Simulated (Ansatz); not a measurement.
# SiAsH₃ (singlet): PBE, r2SCAN, PBE0, B3LYP, wB97M-V, B2PLYP, RPA-PBE over vertical spin and charge gaps, cc-pVTZ

Aim: run SiAsH₃ (singlet) with these functionals over vertical spin and charge gaps, and hold them against the top wave-function level at the same points.

Computed with Ansatz 0.2.0, Gaussian basis. Level: cc-pVTZ, all electrons in the functionals, frozen cores in the correlation of double hybrids and RPA.

Plan: PBE, r2SCAN, PBE0, B3LYP, wB97M-V, B2PLYP, RPA-PBE, at charge 0, singlet; charge 0, triplet; charge 1, doublet.

3 further runs of the same task are left out: 3 set aside as unsound or not needed.

### Step 1. The geometry

The geometry is a PBE0/def2-TZVP stationary point (not a proven minimum). No spin-orbit coupling is included. The filled d shell of As may be among the frozen orbitals whatever the setting's name suggests; the logs give the count.

5 atoms, charge 0, spin multiplicity 1.

Atoms are counted from 1 here; the program's logs count them from 0.

Bond lengths: Si1–As2 2.171 Å, Si1–H3 1.704 Å, Si1–H4 1.493 Å, Si1–H5 1.493 Å, As2–H3 1.707 Å. Angles: As2–Si1–H3 50.5°, As2–Si1–H4 126.6°, As2–Si1–H5 126.6°, H3–Si1–H4 108.5°, H3–Si1–H5 108.5°, H4–Si1–H5 106.0°, Si1–As2–H3 50.4°, Si1–H3–As2 79.1°.

Coordinates:

```
Si   -0.04183    0.00000    1.52686
As   -0.00336    0.00000   -0.64376
H     1.29245    0.00000    0.46702
H     0.06147    1.19270    2.41975
H     0.06147   -1.19270    2.41975
```

No dispersion term is added; wB97M-V holds VV10 nonlocal correlation. B3LYP takes the VWN-RPA correlation.

The geometry shown and the zero of energy belong to the point charge 0, singlet. The yardstick, UCCSDT(Q), and other wave-function levels (R restricted, U unrestricted, valence and pair active spaces) come from earlier runs.

### Step 2. PBE, charge 0, singlet

Contents of in.yaml:

```yaml
crystal:
  periodic: [false, false, false]
  atoms:
    - {symbol: Si, position_ang: [-0.041835, 0.000000, 1.526862]}
    - {symbol: As, position_ang: [-0.003359, 0.000000, -0.643757]}
    - {symbol: H, position_ang: [1.292447, 0.000000, 0.467020]}
    - {symbol: H, position_ang: [0.061472, 1.192704, 2.419746]}
    - {symbol: H, position_ang: [0.061472, -1.192704, 2.419746]}
basis:
  gaussian: {orbitals: cc-pVTZ}
hamiltonian: {xc: {name: PBE}}
output: {orbitals: {seedname: orbitals}}
```

On the command line:

```sh
$ ansatz run in.yaml --threads 1 --pin off --events-out ev --progress --plain --max-ram 4096MiB --backend cpu
```

Further steps of the session: PBE, charge 0, triplet; PBE, charge 1, doublet; r2SCAN, charge 0, singlet; r2SCAN, charge 0, triplet; r2SCAN, charge 1, doublet; PBE0, charge 0, singlet; PBE0, charge 0, triplet; PBE0, charge 1, doublet; B3LYP, charge 0, singlet; B3LYP, charge 0, triplet; B3LYP, charge 1, doublet; wB97M-V, charge 0, singlet; wB97M-V, charge 0, triplet; wB97M-V, charge 1, doublet; B2PLYP, charge 0, singlet; B2PLYP, charge 0, triplet; B2PLYP, charge 1, doublet; RPA-PBE, charge 0, singlet; RPA-PBE, charge 0, triplet; RPA-PBE, charge 1, doublet.

**Question.** What will the summary of the whole plan be? Wanted: singlet to triplet, UCCSDT(Q); ionisation to the doublet cation, UCCSDT(Q); largest miss, PBE; largest miss, r2SCAN; largest miss, PBE0; largest miss, B3LYP; largest miss, wB97M-V; largest miss, B2PLYP; largest miss, RPA-PBE.

As calculated:

| quantity | value |
| --- | --- |
| singlet to triplet, UCCSDT(Q) | 1.303 eV |
| ionisation to the doublet cation, UCCSDT(Q) | 7.775 eV |
| largest miss, PBE | -0.210 eV (singlet to triplet) |
| largest miss, r2SCAN | -0.304 eV (singlet to triplet) |
| largest miss, PBE0 | -0.200 eV (singlet to triplet) |
| largest miss, B3LYP | -0.082 eV (singlet to triplet) |
| largest miss, wB97M-V | +0.025 eV (singlet to triplet) |
| largest miss, B2PLYP | -0.030 eV (ionisation to the doublet cation) |
| largest miss, RPA-PBE | +0.239 eV (ionisation to the doublet cation) |
| largest miss, RCCSD(T) | +0.009 eV (singlet to triplet) |
| largest miss, UCCSD(T) | +0.008 eV (singlet to triplet) |

In words: Of the functionals, wB97M-V and RMP2 keep the smallest largest miss at the points compared (at most 0.025 eV) and r2SCAN strays most (0.304 eV, at singlet to triplet). Functionals and the yardstick converge differently with the basis, so part of each miss in cc-pVTZ is the basis.
